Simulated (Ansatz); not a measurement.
C₂H₉BSi, SMILES BCC[SiH3], a comparison of dispersion corrections

Program: Ansatz 0.2.0, Python API.

Interactive session:
```pycon
>>> import ansatz as az
>>> mol = (
...     az.Crystal.molecule()
...     .atom("B", (-0.9191, 1.9138, -0.5297))
...     .atom("C", (-0.6796, 0.3907, -0.5109))
...     .atom("C", (0.4575, 0.0764, 0.4116))
...     .atom("Si", (0.9023, -1.7569, 0.453))
...     .atom("H", (-0.8849, 2.5499, -1.5746))
...     .atom("H", (-1.2733, 2.5406, 0.4482))
...     .atom("H", (-0.4105, 0.0596, -1.538))
...     .atom("H", (-1.556, -0.11, -0.1711))
...     .atom("H", (1.4163, 0.6088, 0.1241))
...     .atom("H", (0.2569, 0.4036, 1.4847))
...     .atom("H", (1.1571, -2.2262, -0.8775))
...     .atom("H", (-0.3498, -2.4694, 0.9476))
...     .atom("H", (1.9037, -2.0155, 1.3475))
... )
>>> setup = mol.calculation().basis(gaussian="def2-SVP")
>>> for name in ["pbe0", "revpbe"]:
...     for correction in ("d3bj", "d4"):
...         r = setup.functional(name, dispersion=correction).run().report
...         print(f"{name:8s} {correction:5s} total {r['free_energy_ev']:.5f} eV, of which dispersion {1000 * r['dispersion']['energy']['ev']:.2f} meV")
...
pbe0     d3bj  total -10761.94800 eV, of which dispersion -222.76 meV
pbe0     d4    total -10761.92496 eV, of which dispersion -199.73 meV
revpbe   d3bj  total -10766.82332 eV, of which dispersion -649.51 meV
revpbe   d4    total -10766.94078 eV, of which dispersion -766.97 meV
```

Notes:
- Total energies depend on the basis set; only differences at equal settings carry meaning.
- The geometry is a force-field or estimated start, not a minimum of this method, and the basis set is short of its limit. D4 holds the three-body term, and d3bj doesn't.
- Hardware and time: 11 s on 1 thread of Arm Neoverse V1, on a shared host, peak memory 0.24 GiB.
